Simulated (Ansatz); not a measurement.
**CH₈AlBSi: one species, many methods**

The task here is to estimate one member of a computed series from the others.

Program: Ansatz 0.2.0, Gaussian basis. Level of theory: functionals in def2-TZVPP, the program's frozen cores in correlated methods. These are calculated values, not measurements.

Levels to be run: LDA (SPW92), PBE-D4, revPBE-D4, BLYP-D4, r2SCAN-D4, B97M-V, PBE0-D4, B3LYP-D4, r2SCANh-D4, r2SCAN0-D4, HSE06-D4, BHLYP-D4, CAM-B3LYP-D4, LC-ωPBE, ωB97X-V, ωB97M-V, B2PLYP, PBE-QIDH; CCSD(T)/def2-SVP; CCSD(T)/def2-TZVPP; MP2/def2-QZVPP; extrapolation to the limit; RPA on PBE.

## The geometry

The geometry comes from an earlier relaxation with PBE0-D4 in a triple-zeta def2 set; it is a stationary point, not always the lowest conformer.

SMILES `CB[SiH2][AlH2]`, 12 atoms, charge 0, spin multiplicity 1.

Atoms are counted from 1 here; the program's logs count them from 0.

Bond lengths: C1–B2 1.555 Å, C1–H5 1.094 Å, C1–H6 1.091 Å, C1–H7 1.103 Å, B2–Si3 1.992 Å, B2–H8 1.202 Å, Si3–Al4 2.463 Å, Si3–H9 1.494 Å, Si3–H10 1.491 Å, Al4–H11 1.589 Å, Al4–H12 1.590 Å. Angles: B2–C1–H5 113.2°, B2–C1–H6 116.2°, B2–C1–H7 104.8°, H5–C1–H6 109.8°, H5–C1–H7 104.8°, H6–C1–H7 106.9°, C1–B2–Si3 123.5°, C1–B2–H8 118.5°, Si3–B2–H8 118.0°, B2–Si3–Al4 101.8°, B2–Si3–H9 113.6°, B2–Si3–H10 115.0°, Al4–Si3–H9 107.4°, Al4–Si3–H10 109.3°, H9–Si3–H10 109.3°, Si3–Al4–H11 121.4°, Si3–Al4–H12 119.7°, H11–Al4–H12 118.8°.

Set-up of the first run:

Input file in.yaml:

```yaml
crystal:
  periodic: [false, false, false]
  atoms:
    - {symbol: C, position_ang: [-1.089758, 1.681272, 0.152336]}
    - {symbol: B, position_ang: [-0.058585, 0.751973, 0.853778]}
    - {symbol: Si, position_ang: [1.343284, -0.270416, -0.124540]}
    - {symbol: Al, position_ang: [0.176825, -2.383645, -0.613859]}
    - {symbol: H, position_ang: [-2.101576, 1.587799, 0.558727]}
    - {symbol: H, position_ang: [-1.122007, 1.630421, -0.937117]}
    - {symbol: H, position_ang: [-0.772780, 2.703919, 0.415976]}
    - {symbol: H, position_ang: [-0.144751, 0.594310, 2.041786]}
    - {symbol: H, position_ang: [1.725520, 0.341370, -1.432883]}
    - {symbol: H, position_ang: [2.576494, -0.559678, 0.661801]}
    - {symbol: H, position_ang: [0.400870, -3.679298, 0.278356]}
    - {symbol: H, position_ang: [-0.856537, -2.453028, -1.820358]}
basis:
  gaussian: {orbitals: def2-TZVPP}
hamiltonian: {xc: lda}
output: {orbitals: {seedname: orbitals}}
```

Steps of the session up to this table: LDA; PBE-D4 (GGA); revPBE-D4 (GGA); BLYP-D4 (GGA); r2SCAN-D4 (meta-GGA); B97M-V (meta-GGA); PBE0-D4 (hybrid); B3LYP-D4 (hybrid); r2SCANh-D4 (hybrid); r2SCAN0-D4 (hybrid); HSE06-D4 (hybrid); BHLYP-D4 (hybrid); CAM-B3LYP-D4 (range-separated); LC-ωPBE (range-separated); ωB97X-V (range-separated); ωB97M-V (range-separated); B2PLYP (double hybrid); PBE-QIDH (double hybrid).

One of the session's tables, all rows but one given; the rest of the session is left out.

It belongs to the step «Orbital energies across the functionals». 

```
  functional  HOMO (eV)  LUMO (eV)  gap (eV)
 LDA (SPW92)      -6.21      -3.42      2.79
      PBE-D4      -6.13      -3.21      2.91
   revPBE-D4      -6.09      -3.12      2.97
     BLYP-D4      -5.98      -3.05      2.93
   r2SCAN-D4      -6.34      -2.99      3.34
      B97M-V      -6.43      -3.14      3.29
     PBE0-D4      -7.12      -2.42      4.70
    B3LYP-D4      -6.94      -2.58      4.35
  r2SCANh-D4      -6.70      -2.71      3.99
  r2SCAN0-D4      -7.26      -2.31      4.95
    HSE06-D4      -6.74      -2.80      3.94
    BHLYP-D4      -8.02      -1.55      6.47
CAM-B3LYP-D4      -8.33      -1.41      6.92
     LC-ωPBE      -9.60      -0.37      9.23
     ωB97X-V          ?          ?         ?
     ωB97M-V      -9.07      -0.71      8.36
```

Q: Estimate the row for ωB97X-V from the others.

**Answer.** HOMO (eV): -9.29; LUMO (eV): -0.47; gap (eV): 8.82. In the column «HOMO (eV)» it lies between LC-ωPBE (-9.60) and ωB97M-V (-9.07).
